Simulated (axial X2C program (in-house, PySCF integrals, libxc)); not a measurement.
# BrPtBr: the levels of the configuration d8 s0

Which Ω levels does BrPtBr have in the configuration d8 s0, and how far apart?

Computed with an in-house X2C program for linear molecules on PySCF integrals. Level: two-component X2C, average-of-configuration Hartree–Fock and CI in the open shells.

All values are calculated.

## Step 1: The job

Contents of task.json:

```json
{"zs": [35, 78, 35], "q": 0, "bas": ["dyall-v3z", "dyall-v3z", "dyall-v3z"], "r0": 2.37, "metal": 1, "shells": [[2, [0, 1, 2], 8], [0, [0], 0]], "fix": 0, "emax": 3.2, "nroots": 4}
```

Keys: zs atomic numbers; q charge; bas basis sets; r0 starting distance in Å; metal index of the metal atom; shells open shells as [l, |m| values, electrons]; fix electron count of the first shell held; emax energy window in eV; nroots roots for each Ω.

The run is started by

```bash
python soci.py task.json out
```

Two-component X2C with atomic mean-field Coulomb and Gaunt terms, basis Br dyall-v3z, Pt dyall-v3z (cores contracted in-house). Orbitals come from Hartree–Fock averaged over the configuration Pt d8 s0; CI then distributes these electrons over the d, s shells of Pt.

## Step 2: CI at Br–Pt–Br held linear, both bonds 2.409 Å

Output:

```text
average of configuration d8 s0
basis functions 304  fitting functions 1829
iter      average energy  largest gradient
   1     -23615.639471816   7.10e+01
   2     -23619.002295300   7.65e+00
   3     -23619.106268782   6.19e-01
   4     -23619.111707047   2.52e-01
   5     -23619.112303936   1.21e-01
   6     -23619.112627122   5.16e-02
   7     -23619.112656530   1.64e-02
   8     -23619.112663014   9.13e-03
   9     -23619.112663816   1.98e-03
  10     -23619.112663960   6.08e-04
  11     -23619.112663982   3.30e-04
  12     -23619.112663985   8.31e-05
  13     -23619.112663985   3.18e-05
  14     -23619.112663985   2.53e-05
  15     -23619.112663985   6.33e-06
converged
CI levels
2*Omega        energy/Eh    cm-1   g(par)  dipole/D  leading shell counts
    0    -23619.17791328        0   0.000    0.000  {'8 0': 0.999}
    2    -23619.17737145      119   2.554    0.000  {'8 0': 0.999}
    4    -23619.17455030      738   5.189    0.000  {'8 0': 0.999}
    8    -23619.17267306     1150   9.957    0.000  {'8 0': 0.999}
    6    -23619.17019499     1694   7.561    0.000  {'8 0': 0.999}
    0    -23619.15402799     5242   0.000    0.000  {'8 0': 0.999}
    2    -23619.15101451     5904   2.070    0.000  {'8 0': 0.999}
    4    -23619.13984050     8356   4.706    0.000  {'8 0': 0.999}
    0    -23619.13966928     8394   0.000    0.000  {'8 0': 0.999}
    2    -23619.13808523     8741   2.312    0.000  {'8 0': 0.999}
    6    -23619.13595503     9209   6.419    0.000  {'8 0': 0.999}
    4    -23619.13151287    10184   3.761    0.000  {'8 0': 0.999}
    2    -23619.11345047    14148   1.451    0.000  {'8 0': 0.999}
    4    -23619.11289261    14270   4.646    0.000  {'8 0': 0.998}
    0    -23619.10634453    15708   0.000    0.000  {'8 0': 0.998}
    0    -23619.10324482    16388   0.000    0.000  {'8 0': 0.998}
    0    -23619.09755623    17636   0.000    0.000  {'8 0': 0.998}
    0    -23619.08281433    20872   0.000    0.000  {'8 0': 0.998}
    6    -23619.07287889    23052   6.035    0.000  {'8 0': 0.998}
    0    -23619.06583929    24597   0.000    0.000  {'8 0': 0.999}
```

Dipoles in the output refer to the first atom as origin.

Run time: 7 s. Hardware: 1 thread of Arm Neoverse V1, shared host; peak memory 0.65 GiB.

Active spinors (ω > 0; filled shells left out):

| shell | ω | ε (eV) | character |
| --- | --- | --- | --- |
| d | 3/2 | -13.66 | 99% Pt d |
| d | 5/2 | -12.40 | 100% Pt d |
| d | 1/2 | -12.12 | 78% Pt d, 16% Br p, 5% Pt s |
| d | 3/2 | -11.28 | 86% Pt d, 12% Br p |
| d | 1/2 | -11.09 | 73% Pt d, 19% Pt s, 8% Br p |
| s | 1/2 | 1.27 | 63% Pt s, 16% Pt d, 14% Br p |

The levels:

| Ω | energy (cm⁻¹) | g∥ | configuration |
| --- | --- | --- | --- |
| 0 | 0 | 0.00 | 100% d8 |
| 1 | 119 | 2.55 | 100% d8 |
| 2 | 738 | 5.19 | 100% d8 |
| 4 | 1150 | 9.96 | 100% d8 |
| 3 | 1694 | 7.56 | 100% d8 |
| 0 | 5242 | 0.00 | 100% d8 |
| 1 | 5904 | 2.07 | 100% d8 |
| 2 | 8356 | 4.71 | 100% d8 |
| 0 | 8394 | 0.00 | 100% d8 |
| 1 | 8741 | 2.31 | 100% d8 |
| 3 | 9209 | 6.42 | 100% d8 |
| 2 | 10184 | 3.76 | 100% d8 |
| 1 | 14148 | 1.45 | 100% d8 |
| 2 | 14270 | 4.65 | 100% d8 |
| 0 | 15708 | 0.00 | 100% d8 |
| 0 | 16388 | 0.00 | 100% d8 |
| 0 | 17636 | 0.00 | 100% d8 |
| 0 | 20872 | 0.00 | 100% d8 |
| 3 | 23052 | 6.03 | 100% d8 |
| 0 | 24597 | 0.00 | 100% d8 |

g∥ is the magnitude of 2⟨Lz + ge Sz⟩ for the +Ω component.

## Step 3: The same at Br–Pt–Br held linear, both bonds 2.240 Å

| Ω | energy (cm⁻¹) | g∥ | configuration |
| --- | --- | --- | --- |
| 0 | 0 | 0.00 | 100% d8 |
| 1 | 391 | 2.81 | 100% d8 |
| 4 | 1264 | 9.97 | 100% d8 |
| 2 | 1783 | 5.37 | 100% d8 |
| 3 | 3785 | 7.30 | 100% d8 |
| 1 | 5650 | 2.14 | 100% d8 |
| 0 | 6532 | 0.00 | 100% d8 |
| 0 | 8681 | 0.00 | 100% d8 |
| 1 | 9029 | 2.39 | 100% d8 |
| 2 | 9395 | 4.47 | 100% d8 |

## Step 4: Curves along the symmetric stretch (R is each bond)

The same input was run at the other distances (logs left out). Energies in cm⁻¹ from the lowest point; levels are followed by energy order within each Ω.

| R (Å) | (1)Ω=0 | (1)Ω=1 | (1)Ω=2 | (1)Ω=4 | (1)Ω=3 | (2)Ω=0 | (2)Ω=1 |
| --- | --- | --- | --- | --- | --- | --- | --- |
| 2.240 | 3802 | 4193 | 5585 | 5066 | 7587 | 10334 | 9452 |
| 2.325 | 814 | 1032 | 1970 | 1954 | 3349 | 6540 | 6549 |
| 2.409 | 0 | 119 | 738 | 1150 | 1694 | 5242 | 5904 |
| 2.505 | 971 | 1019 | 1366 | 2183 | 2011 | 5832 | 7064 |
| 2.602 | 3389 | 3405 | 3577 | 4626 | 4037 | 8184 | 9722 |
| 2.710 | 7137 | 7134 | 7188 | 8384 | 7529 | 11997 | 13702 |
| 2.843 | 12630 | 12614 | 12592 | 13849 | 12854 | 17666 | 19421 |

Constants where the minimum is well bracketed:

| level of the curve | Te (cm⁻¹) | Re (Å) | ωe (cm⁻¹) |
| --- | --- | --- | --- |
| (1)Ω=0 | 0 | 2.406 | 219.7 |
| (1)Ω=1 | 118 | 2.410 | 220.6 |
| (1)Ω=4 | 1152 | 2.404 | 222.6 |

## Step 5: Outcome

```
                 quantity                      value
lowest level of the model  Ω = 0, g∥ = 0.00, 100% d8
               next level     Ω = 1, 119 cm⁻¹ higher
  lowest curve, Re and ωe        2.406 Å, 219.7 cm⁻¹
```

**Reading.** From 2.409 to 2.240 Å the gap from the lowest to the fifth level goes from 1694 to 3785 cm⁻¹. Without dynamic correlation distances can be off by several hundredths of an Å, and the wavenumbers are rough. Dynamic correlation is missing, so gaps between terms are too wide and other configurations may lie lower; the lowest level listed is that of this model, not necessarily the ground state. For d shells the ligand-field splittings (σ, π, δ) and their order can be off by a thousand cm⁻¹ or more. At most 4 roots were kept for each Ω > 0 (twice that for Ω = 0) within 3.2 eV of the lowest, so higher up levels can be missing between those listed; levels with Ω > 0 are doubly degenerate and listed once, Ω = 0 levels singly. The open spinors mix strongly with ligand orbitals, which this small active space describes poorly. Some active spinors are only partly of the character that their shell is named for, so the shell names and counts are nominal. States that fill the shells left empty in the average are placed too high. The molecule was held linear; bending was not examined.
